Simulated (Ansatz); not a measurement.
# Scandium, fcc: r²SCAN0 after r²SCAN

Aim: see what exact exchange does to the levels, and what it costs. Spin polarisation is left out. The cell comes from an earlier r²SCAN relaxation. Exact exchange is dear, so the k-mesh is coarse, and r²SCAN is run on the same mesh for comparison.

Program: Ansatz 0.2.0. Level of theory: DFT, plane waves (500 eV) with PBE-made PAW files, scalar-relativistic; functionals as named at each step. These are calculated values, not measurements.

## Step 1: The starting structure

The structure is cubic, space group Fm-3m (No. 225). Conventional cell: a = 4.653 Å, b = 4.653 Å, c = 4.653 Å, α = 90.00°, β = 90.00°, γ = 90.00°. Sc (site symmetry m-3m) has 12 Sc at 3.29 Å as nearest neighbours.

Coordinates:

```cif
data_structure
_symmetry_space_group_name_H-M 'P 1'
_symmetry_Int_Tables_number 1
_cell_length_a 3.2902
_cell_length_b 3.2902
_cell_length_c 3.2902
_cell_angle_alpha 60.000
_cell_angle_beta 60.000
_cell_angle_gamma 60.000
_cell_volume 25.19
loop_
_atom_site_label
_atom_site_type_symbol
_atom_site_fract_x
_atom_site_fract_y
_atom_site_fract_z
_atom_site_occupancy
Sc1 Sc 0.00000 0.00000 0.00000 1
```

## Step 2: r²SCAN, coarse mesh

The run with r²SCAN.

File input.yaml:

```yaml
crystal:
  lattice:
    - [0.0, 2.3265189853, 2.3265189853]
    - [2.3265189853, 0.0, 2.3265189853]
    - [2.3265189853, 2.3265189853, 0.0]
  atoms:
    - { symbol: Sc, position: [0.0, 0.0, 0.0] }
hamiltonian:
  xc: r2scan
  pseudopotentials:
    kind: paw
    azcp:
      Sc: "pseudopotentials/Sc.paw.azcp"
basis:
  ecutwfc: 500
  fft_grid_basis: typed
kpoints:
  mp_grid: { grid: [6, 6, 6], shift: [0, 0, 0] }
magnetization:
  spin_polarized: false
scf:
  occupations: { method: fermi_dirac, width: 0.1 }
output:
  write_density: true
  write_potential: true
  elf: true
  volumetric_format: npy
```

The run is started by

```sh
ansatz run input.yaml --threads 4 --pin off --max-ram 8192MiB --backend cpu --events-out ev --progress --plain --runs-dir out
```

## Step 3: r²SCAN0, coarse mesh

The run with r²SCAN0.

input.yaml: that of step 2 with these lines changed.

```diff
@@ -8,3 +8,3 @@
 hamiltonian:
-  xc: r2scan
+  xc: r2scan0
   pseudopotentials:
@@ -22,6 +22 @@
   occupations: { method: fermi_dirac, width: 0.1 }
-output:
-  write_density: true
-  write_potential: true
-  elf: true
-  volumetric_format: npy
```

(Steps that only read results are left out.)

Q: Predict the outcome of this session. Wanted: r²SCAN: gap; r²SCAN0: gap.

**Answer**, as computed:

| quantity | value |
| --- | --- |
| r²SCAN: gap | none (levels filled in part) |
| r²SCAN0: gap | none (levels filled in part) |
| r²SCAN0: SCF cycles, exchange loops | 21, 3 |
| r²SCAN0: CPU time over that of r²SCAN | 28 |

**Reading.** Both r²SCAN and r²SCAN0 leave levels filled in part. The hybrid took 28 times as much CPU time as r²SCAN on the same settings. r²SCAN0 needed 3 outer loops of the exchange operator. The total energies in the logs cannot be compared from one functional to another.
